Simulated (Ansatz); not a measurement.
# Cl₂F₂H₂In₂: one species, many methods

An exercise on one series of results from a longer session: the logs are not shown, and one member is left open.

The runs use Ansatz 0.2.0, Gaussian basis; functionals in def2-TZVPP, the program's frozen cores in correlated methods.

Levels to be run: LDA (SPW92), PBE-D4, revPBE-D4, BLYP-D4, r2SCAN-D4, B97M-V, PBE0-D4, B3LYP-D4, r2SCANh-D4, r2SCAN0-D4, HSE06-D4, BHLYP-D4, CAM-B3LYP-D4, LC-ωPBE, ωB97X-V, ωB97M-V, B2PLYP, PBE-QIDH; CCSD(T)/def2-SVP; MP2/def2-TZVPP; MP2/def2-QZVPP; RPA on PBE.

1 further run of the same task is left out (for a known fault of the program). Runs told in other sessions of the task aren't counted.

**Structure used throughout**

The geometry comes from an earlier relaxation with PBE0-D4 in a triple-zeta def2 set; it is a stationary point, not always the lowest conformer. In takes the def2 core potential; no spin-orbit term is included.

SMILES `[Cl][In@H-]1[F+][In@H-]([Cl])[F+]1`, 8 atoms, charge 0, spin multiplicity 1.

Atoms are counted from 1 here; the program's logs count them from 0.

Bond lengths: Cl1–In2 2.305 Å, In2–F3 2.119 Å, In2–F6 2.119 Å, In2–H7 1.684 Å, F3–In4 2.119 Å, In4–Cl5 2.305 Å, In4–F6 2.119 Å, In4–H8 1.684 Å. Angles: Cl1–In2–F3 102.1°, Cl1–In2–F6 102.3°, Cl1–In2–H7 135.0°, F3–In2–F6 75.8°, F3–In2–H7 112.9°, F6–In2–H7 112.8°, In2–F3–In4 104.2°, F3–In4–Cl5 102.2°, F3–In4–F6 75.8°, F3–In4–H8 112.9°, Cl5–In4–F6 102.3°, Cl5–In4–H8 134.9°, F6–In4–H8 112.8°, In2–F6–In4 104.2°.

Geometry (Å):

```xyz
8
charge 0, multiplicity 1
Cl    0.81407   -2.89895    1.04760
In    1.35729   -0.68705    0.69481
F     0.45312   -0.30058   -1.18212
In   -1.35711    0.68716   -0.69366
Cl   -0.81691    2.89793   -1.05748
F    -0.45116    0.30401    1.18334
H     2.71917    0.26309    0.97567
H    -2.71847   -0.26561   -0.96816
```

The first run:

Contents of in.yaml:

```yaml
crystal:
  periodic: [false, false, false]
  atoms:
    - {symbol: Cl, position_ang: [0.814071, -2.898954, 1.047605]}
    - {symbol: In, position_ang: [1.357285, -0.687054, 0.694808]}
    - {symbol: F, position_ang: [0.453116, -0.300579, -1.182124]}
    - {symbol: In, position_ang: [-1.357111, 0.687156, -0.693660]}
    - {symbol: Cl, position_ang: [-0.816914, 2.897931, -1.057480]}
    - {symbol: F, position_ang: [-0.451156, 0.304011, 1.183339]}
    - {symbol: H, position_ang: [2.719168, 0.263093, 0.975675]}
    - {symbol: H, position_ang: [-2.718468, -0.265615, -0.968162]}
basis:
  gaussian: {orbitals: def2-TZVPP}
hamiltonian: {xc: lda}
output: {orbitals: {seedname: orbitals}}
```

Command:

```
$ ansatz run in.yaml --threads 4 --pin off --events-out ev --progress --plain --max-ram 11315MiB
```

Steps of the session up to this table: LDA; PBE-D4 (GGA); revPBE-D4 (GGA); BLYP-D4 (GGA); r2SCAN-D4 (meta-GGA); B97M-V (meta-GGA); B3LYP-D4 (hybrid); r2SCANh-D4 (hybrid); r2SCAN0-D4 (hybrid); HSE06-D4 (hybrid); BHLYP-D4 (hybrid); CAM-B3LYP-D4 (range-separated); LC-ωPBE (range-separated); ωB97X-V (range-separated); ωB97M-V (range-separated); B2PLYP (double hybrid); PBE-QIDH (double hybrid).

One table of the session follows, with a row left open; its other results are not shown here.

It belongs to the step «Frontier levels by functional». 

| functional | HOMO (eV) | LUMO (eV) | gap (eV) |
| --- | --- | --- | --- |
| LDA (SPW92) | -7.73 | -2.92 | 4.81 |
| PBE-D4 | -7.58 | -2.62 | 4.96 |
| revPBE-D4 | -7.52 | -2.50 | 5.01 |
| BLYP-D4 | -7.42 | -2.59 | 4.82 |
| r2SCAN-D4 | -7.94 | -2.34 | 5.60 |
| B97M-V | -8.03 | -2.48 | 5.56 |
| PBE0-D4 | -8.99 | -1.69 | 7.29 |
| B3LYP-D4 | -8.71 | -2.03 | 6.68 |
| r2SCANh-D4 | -8.45 | -2.01 | 6.44 |
| r2SCAN0-D4 | -9.23 | -1.52 | 7.71 |
| HSE06-D4 | -8.58 | -2.06 | 6.52 |
| BHLYP-D4 | -10.24 | -0.78 | 9.46 |
| CAM-B3LYP-D4 | ? | ? | ? |
| LC-ωPBE | -11.80 | 0.56 | 12.36 |
| ωB97X-V | -11.42 | 0.40 | 11.82 |
| ωB97M-V | -11.26 | 0.22 | 11.48 |

**Question.** Estimate the row for CAM-B3LYP-D4.

As computed: HOMO (eV): -10.36; LUMO (eV): -0.74; gap (eV): 9.62. In the column «HOMO (eV)» it lies between ωB97M-V (-11.26) and BHLYP-D4 (-10.24).
